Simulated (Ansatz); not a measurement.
# BH2Se radical (SMILES B[Se]): functionals against CCSD(T) at one geometry

The task here is to estimate one member of a computed series from the others.

Method: single points in def2-TZVPP; program: Ansatz 0.2.0, Gaussian basis.

Correlated methods freeze the cores. Filled d shells of the heavier atoms are correlated. Orbitals are unrestricted.

## Where the work starts

SMILES `B[Se]`, 4 atoms, charge 0, spin multiplicity 2.

Atoms are counted from 1 here; the program's logs count them from 0.

Bond lengths: B1–Se2 1.969 Å, B1–H3 1.090 Å, B1–H4 1.255 Å. Angles: Se2–B1–H3 125.5°, Se2–B1–H4 115.1°, H3–B1–H4 118.2°.

Geometry (Å):

```xyz
4
BH2Se
B    -0.2110    0.0284    0.0109
Se    1.5705   -0.3021    0.7813
H    -1.0904   -0.5989    0.1591
H    -0.2479    0.8979   -0.8931
```

Set-up of the first run:

File run/in.yaml:

```yaml
crystal:
  periodic: [false, false, false]
  atoms:
    - {symbol: B, position_ang: [-0.211000, 0.028400, 0.010900]}
    - {symbol: Se, position_ang: [1.570500, -0.302100, 0.781300]}
    - {symbol: H, position_ang: [-1.090400, -0.598900, 0.159100]}
    - {symbol: H, position_ang: [-0.247900, 0.897900, -0.893100]}
basis:
  gaussian: {orbitals: def2-TZVPP}
magnetization: {spin_polarized: true, initial_magnetization: 1}
correlation: {method: ccsd_t}
scf: {omitted_lower_state_checks: [cluster_reference]}
output: {forces: true}
```

No record of the launch command was kept for these runs.

Among the steps run: CCSD(T)/def2-TZVPP; PBE0-D4/def2-TZVPP; wB97M-V/def2-TZVPP; r2SCAN-D4/def2-TZVPP; PBE-D4/def2-TZVPP; r2SCAN0-D4/def2-TZVPP; wB97X-V/def2-TZVPP.

One of the session's tables, all rows but one given; the rest of the session is left out.

| method | RMS force component (eV/Å) | angle to CCSD(T) forces (°) | dipole (D) |
| --- | --- | --- | --- |
| CCSD(T) | 1.700 | reference | 0.20 |
| PBE0-D4 | 1.752 | 3.1 | 0.25 |
| wB97M-V | 1.693 | 2.5 | 0.29 |
| r2SCAN-D4 | 1.740 | 3.9 | 0.27 |
| PBE-D4 | 1.757 | 6.0 | 0.15 |
| r2SCAN0-D4 | 1.736 | 2.9 | 0.33 |
| wB97X-V | ? | ? | ? |

**Question.** Estimate the row for wB97X-V.

The run gave: RMS force component (eV/Å): 1.753; angle to CCSD(T) forces (°): 1.7; dipole (D): 0.37. In the column «RMS force component (eV/Å)» it lies between PBE0-D4 (1.752) and PBE-D4 (1.757).
